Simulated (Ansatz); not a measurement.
# C₂H₇FOSSn: up Jacob's ladder to CCSD(T)

An exercise on one series of results from a longer session: the logs are not shown, and one member is left open.

Computed with Ansatz 0.2.0, Gaussian basis. Level: functionals in def2-TZVPP, the program's frozen cores in correlated methods.

Plan: PBE-D4, r2SCAN-D4, PBE0-D4, B3LYP-D4, ωB97X-V, ωB97M-V, B2PLYP; CCSD(T)/def2-TZVPP; MP2/def2-QZVPP; extrapolation to the limit.

### The geometry

An earlier PBE0-D4 in a triple-zeta def2 set relaxation fixed the geometry. Sn takes the def2 core potential; no spin-orbit term is included.

SMILES `C[O][Sn]([CH3])([F])[SH]`, 13 atoms, charge 0, spin multiplicity 1.

Atoms are counted from 1 here; the program's logs count them from 0.

Bond lengths: C1–O2 1.410 Å, C1–H7 1.097 Å, C1–H8 1.093 Å, C1–H9 1.096 Å, O2–Sn3 1.947 Å, Sn3–C4 2.111 Å, Sn3–F5 1.927 Å, Sn3–S6 2.388 Å, C4–H10 1.089 Å, C4–H11 1.089 Å, C4–H12 1.089 Å, S6–H13 1.345 Å. Angles: O2–C1–H7 112.4°, O2–C1–H8 108.0°, O2–C1–H9 111.6°, H7–C1–H8 108.1°, H7–C1–H9 108.4°, H8–C1–H9 108.3°, C1–O2–Sn3 121.7°, O2–Sn3–C4 107.8°, O2–Sn3–F5 105.4°, O2–Sn3–S6 110.6°, C4–Sn3–F5 110.0°, C4–Sn3–S6 120.2°, F5–Sn3–S6 101.9°, Sn3–C4–H10 108.2°, Sn3–C4–H11 109.7°, Sn3–C4–H12 108.7°, H10–C4–H11 110.1°, H10–C4–H12 110.3° and more.

Coordinates:

```xyz
13
C2H7FOSSn
C    -2.0733   -1.0817   -0.1444
O    -1.3332    0.0868    0.1305
Sn    0.6122    0.1034    0.0680
C     1.2537    2.0727    0.4764
F     1.1793   -1.0792    1.4793
S     1.4010   -1.0362   -1.8770
H    -1.7453   -1.5766   -1.0671
H    -3.1213   -0.7959   -0.2673
H    -2.0078   -1.8039    0.6774
H     0.4606    2.5815    1.0229
H     1.4586    2.5938   -0.4576
H     2.1583    2.0261    1.0810
H     1.7572   -2.0909   -1.1220
```

Set-up of the first run:

File in.yaml:

```yaml
crystal:
  periodic: [false, false, false]
  atoms:
    - {symbol: C, position_ang: [-2.073276, -1.081694, -0.144389]}
    - {symbol: O, position_ang: [-1.333247, 0.086812, 0.130464]}
    - {symbol: Sn, position_ang: [0.612248, 0.103381, 0.068016]}
    - {symbol: C, position_ang: [1.253689, 2.072655, 0.476396]}
    - {symbol: F, position_ang: [1.179263, -1.079201, 1.479313]}
    - {symbol: S, position_ang: [1.401026, -1.036213, -1.877029]}
    - {symbol: H, position_ang: [-1.745333, -1.576605, -1.067052]}
    - {symbol: H, position_ang: [-3.121323, -0.795867, -0.267345]}
    - {symbol: H, position_ang: [-2.007780, -1.803860, 0.677360]}
    - {symbol: H, position_ang: [0.460639, 2.581529, 1.022856]}
    - {symbol: H, position_ang: [1.458579, 2.593824, -0.457585]}
    - {symbol: H, position_ang: [2.158336, 2.026117, 1.081044]}
    - {symbol: H, position_ang: [1.757190, -2.090888, -1.122041]}
basis:
  gaussian: {orbitals: def2-TZVPP}
hamiltonian: {xc: pbe, dispersion: d4}
output: {forces: true, orbitals: {seedname: orbitals}}
```

Run with:

```sh
$ ansatz run in.yaml --threads 2 --pin off --events-out ev --progress --plain --max-ram 32768MiB --backend cuda --devices 0, --max-vram 18GiB
```

Among the steps run: PBE-D4 (GGA); r2SCAN-D4 (meta-GGA); PBE0-D4 (hybrid); B3LYP-D4 (hybrid); ωB97X-V (range-separated); ωB97M-V (range-separated); B2PLYP (double hybrid); CCSD(T) in def2-TZVPP; MP2 in def2-QZVPP.

One of the session's tables, all rows but one given; the rest of the session is left out.

```
            method  atomisation energy (eV)
            PBE-D4                   48.377
         r2SCAN-D4                   47.622
           PBE0-D4                        ?
          B3LYP-D4                   47.296
           ωB97X-V                   47.740
           ωB97M-V                   47.587
            B2PLYP                   46.849
     HF/def2-TZVPP                   33.711
    MP2/def2-TZVPP                   47.083
   CCSD/def2-TZVPP                   45.561
CCSD(T)/def2-TZVPP                   46.369
           MP2/CBS                   48.568
       CCSD(T)/CBS                   47.854
```

Q: Estimate the row for PBE0-D4 from the others.

As computed: atomisation energy (eV): 47.337. In the column «atomisation energy (eV)» it lies between B3LYP-D4 (47.296) and ωB97M-V (47.587).
